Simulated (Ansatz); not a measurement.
**AlH7N2OSi: molecular dynamics**

Purpose: to follow the molecule's vibrations and see whether its bonds hold. The start is relaxed first. Runs: 300 steps of 1 fs under a Nosé-Hoover thermostat at 300 K.

Method: RKS r2SCAN-D4/6-31G, in Ansatz 0.2.0.

### Step 1. The system as given

Bond lengths: Al1–O2 1.780 Å, O2–Si3 1.680 Å, Si3–H4 1.460 Å, Si3–H5 1.460 Å, Si3–H6 1.460 Å, Al1–N7 1.920 Å, N7–H8 1.060 Å, N7–H9 1.060 Å, Al1–N10 1.920 Å, N10–H11 1.060 Å, N10–H12 1.060 Å. Angles (14 of 16 angles, heavy atoms first): Al1–O2–Si3 125.0°, O2–Al1–N7 120.0°, O2–Al1–N10 120.0°, N7–Al1–N10 120.0°, O2–Si3–H4 109.5°, O2–Si3–H5 109.5°, O2–Si3–H6 109.5°, Al1–N7–H8 120.0°, Al1–N7–H9 120.0°, Al1–N10–H11 120.0°, Al1–N10–H12 120.0°, H4–Si3–H5 109.4°, H4–Si3–H6 109.4°, H5–Si3–H6 109.4°.

Structure file:

```xyz
12

Al    0.0000    0.0000    0.0000
O     0.0000    0.0000    1.7800
Si   -1.3147   -0.4067    2.7436
H    -2.2390   -1.2403    1.9804
H    -0.8506   -1.1432    3.9157
H    -1.9987    0.8095    3.1733
N     1.6627    0.0000   -0.9600
H     2.1293   -0.9179   -1.2118
H     2.1141    0.9179   -1.2382
N    -1.6627    0.0000   -0.9600
H    -2.3316   -0.8164   -0.8614
H    -1.9118    0.8164   -1.5886
```

### Step 2. Relaxing the start

Contents of input.yaml:

```yaml
crystal:
  periodic: [false, false, false]
  atoms:
    - { symbol: Al, position_ang: [0.0, 0.0, 0.0] }
    - { symbol: O, position_ang: [0.0, 0.0, 1.78] }
    - { symbol: Si, position_ang: [-1.3147, -0.4067, 2.7436] }
    - { symbol: H, position_ang: [-2.239, -1.2403, 1.9804] }
    - { symbol: H, position_ang: [-0.8506, -1.1432, 3.9157] }
    - { symbol: H, position_ang: [-1.9987, 0.8095, 3.1733] }
    - { symbol: "N", position_ang: [1.6627, 0.0, -0.96] }
    - { symbol: H, position_ang: [2.1293, -0.9179, -1.2118] }
    - { symbol: H, position_ang: [2.1141, 0.9179, -1.2382] }
    - { symbol: "N", position_ang: [-1.6627, 0.0, -0.96] }
    - { symbol: H, position_ang: [-2.3316, -0.8164, -0.8614] }
    - { symbol: H, position_ang: [-1.9118, 0.8164, -1.5886] }
basis:
  gaussian: { orbitals: "6-31G" }
hamiltonian:
  xc: r2scan
  dispersion: d4
relax:
  f_tol: 0.02
  max_steps: 40
```

Started as:

```sh
$ ansatz run input.yaml --threads 1 --pin off --max-ram 2048MiB --backend cpu --events-out ev --progress --plain --runs-dir out
```

Further steps of the session: Dynamics.

What does the calculation give? Wanted: relaxation of the start; temperature, first and last step; temperature, second half; potential energy, second half; largest change of the conserved energy; bonds formed or broken.

**Answer**, as computed:

| quantity | value |
| --- | --- |
| relaxation of the start | 13 moves, 1.501 eV lower |
| length | 300 steps of 1 fs |
| temperature, first and last step | 300 and 302 K |
| temperature, second half | mean 276 K, from 163 to 436 K |
| potential energy, second half | +25 meV/atom from the start |
| largest change of the conserved energy | 0.89 meV/atom |
| bonds formed or broken | 0 |

Against a set 300 K the second half averages 276 K with a spread of 52 K. The conserved energy strays from its start by at most 0.89 meV/atom, 3.6 % of the mean kinetic energy, fair for a step of 1 fs. The bonds all hold. 300 fs on 12 atoms is far too short and small for converged averages. The nuclei move classically, without zero-point motion, which matters most for hydrogen. The basis is very small, so the numbers are rough.
